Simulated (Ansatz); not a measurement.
Predict the output of the script below (Ansatz 0.2.0, Python API).

The script, `freq.py`:
```python
"""Harmonic frequencies of BH3OTe at its relaxed geometry."""

import ansatz as az
from ase import Atoms
from ase.thermochemistry import IdealGasThermo
import numpy as np

system = (
    az.Crystal.molecule()
    .atom("O", (-1.0833, -0.8224, -0.5673))
    .atom("B", (0.1486, -0.0966, -0.4603))
    .atom("Te", (0.4756, 1.3064, 1.2027))
    .atom("H", (-1.6113, -0.1616, -1.1377))
    .atom("H", (1.0071, -0.3013, -1.2696))
    .atom("H", (1.1054, 0.0115, 2.1859))
)

setup = (
    system.calculation()
    .basis(gaussian="def2-SVP")
    .functional("r2scan")
)
symbols = [site.symbol for site in system.cartesian_sites]
start = np.array([site.position_ang for site in system.cartesian_sites], dtype=float)
r = setup.relax(force_tolerance=0.003).run().report
end = np.array(r["positions_ang"])

print("bond        before    after (A)")
for i, j in [(0, 1), (0, 3), (1, 2), (1, 4), (2, 5)]:
    d0, d1 = (np.linalg.norm(xyz[i] - xyz[j]) for xyz in (start, end))
    print(f"{symbols[i]}{i}-{symbols[j]}{j}".ljust(10), f"{d0:8.4f} {d1:8.4f}")

# same settings at the minimum
minimum = az.Crystal.molecule()
for symbol, xyz in zip(symbols, end):
    minimum = minimum.atom(symbol, xyz.tolist())
vibrating = (
    minimum.calculation()
    .basis(gaussian="def2-SVP")
    .functional("r2scan")
    .phonons(temperatures=(200, 600, 100))
)
vib = vibrating.run().report["vibrations"]
sums = vib["harmonic_sums"]
modes = [m["omega_inv_cm"] for m in sums["modes_at_gamma"] if m["rigid_motion"] == "no"]
for number, w in enumerate(modes, start=1):
    print(f"mode {number:2d} {w:9.1f} 1/cm {w / 8065.544 * 1000:8.2f} meV")
print("imaginary modes:", sum(w < 0 for w in modes), " zero-point energy:", round(sums["zero_point_energy_ev"], 4), "eV")
# rigid rotor and ideal gas, symmetry number taken as one
gas = IdealGasThermo(vib_energies=[w / 8065.544 for w in modes if w > 0], geometry="linear" if len(modes) == 3 * len(symbols) - 5 else "nonlinear",
                     atoms=Atoms(symbols, positions=end), symmetrynumber=1, spin=0.0)
print(f"H(298 K) - E = {gas.get_enthalpy(298.15, verbose=False):.4f} eV")
print(f"S(298 K, 1 bar) = {96485.33 * gas.get_entropy(298.15, 1e5, verbose=False):.1f} J/(mol K) with symmetry number 1")
```

Output of `python freq.py`:
```text
bond        before    after (A)
O0-B1        1.4338   1.3485
O0-H3        1.0202   0.9654
B1-Te2       2.2002   2.1847
B1-H4        1.1975   1.2050
Te2-H5       1.7436   1.6624
mode  1     250.5 1/cm    31.06 meV
mode  2     252.1 1/cm    31.25 meV
mode  3     517.9 1/cm    64.22 meV
mode  4     570.2 1/cm    70.70 meV
mode  5     637.2 1/cm    79.00 meV
mode  6     817.3 1/cm   101.33 meV
mode  7     982.9 1/cm   121.86 meV
mode  8    1132.7 1/cm   140.44 meV
mode  9    1340.2 1/cm   166.16 meV
mode 10    2144.9 1/cm   265.93 meV
mode 11    2638.3 1/cm   327.11 meV
mode 12    3846.8 1/cm   476.94 meV
imaginary modes: 0  zero-point energy: 0.938 eV
H(298 K) - E = 1.0855 eV
S(298 K, 1 bar) = 296.6 J/(mol K) with symmetry number 1
```

The frequencies are harmonic and unscaled, in a modest basis. The result belongs to the one conformer reached from this start, and soft torsions count as harmonic oscillators. def2 sets replace the cores of elements past krypton by effective core potentials. The entropy takes a symmetry number of 1; a symmetric molecule's is lower by R ln(sigma). Wall time of the script: 2.3 min on 1 thread of Arm Neoverse V2, on a shared host, peak memory 0.26 GiB.

(Lines on the test bed's own set-up are left out of the output.)
